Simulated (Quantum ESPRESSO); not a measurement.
Al2Cl, 3 atoms in the cell. The structure is cubic, space group Fm-3m (No. 225). Conventional cell: a = 6.317 Å, b = 6.317 Å, c = 6.317 Å, α = 90.00°, β = 90.00°, γ = 90.00°. Around Al (site symmetry -43m) lie 4 Cl at 2.74 Å. Cl (site symmetry m-3m) is surrounded by 8 Al at 2.74 Å. The cell was built by a generator and needn't be a form met in nature.

```yaml
Program: Quantum ESPRESSO 7.5
Task: phonons
Functional: PBE
Dispersion: D2
Potentials_or_basis: SPMS 1.0 PBE
Cutoff: 707 eV
Density_cutoff: 2830 eV
k_mesh: 6 × 6 × 6, shifted
Occupations: fermi-dirac, width 0.05 eV
Spin: no spin polarisation
Mixing_beta: 0.5
Most_SCF_iterations: 120
SCF_threshold: 6e-10 Ry
```

Potentials or basis: SPMS 1.0 PBE.

Command:

```sh
$ OMP_NUM_THREADS=1 pw.x -in pw.in > pw.out
$ OMP_NUM_THREADS=1 pw.x -in relax.in > relax.out
$ OMP_NUM_THREADS=1 pw.x -in scf2.in > scf2.out
$ OMP_NUM_THREADS=1 ph.x -in ph.in > ph.out
$ OMP_NUM_THREADS=1 dynmat.x -in dynmat.in > dynmat.out
```

Hardware: 1 thread of Arm Neoverse V1, with other jobs on the host.

Q: Estimate the wall time of this run.

A: Run time: 10 min on 1 thread of Arm Neoverse V1, on a shared host, peak memory 0.09 GiB. Counts: scf iterations 79, k pools 1, bands 12, ion steps 8, k points 28, g dense 21595.
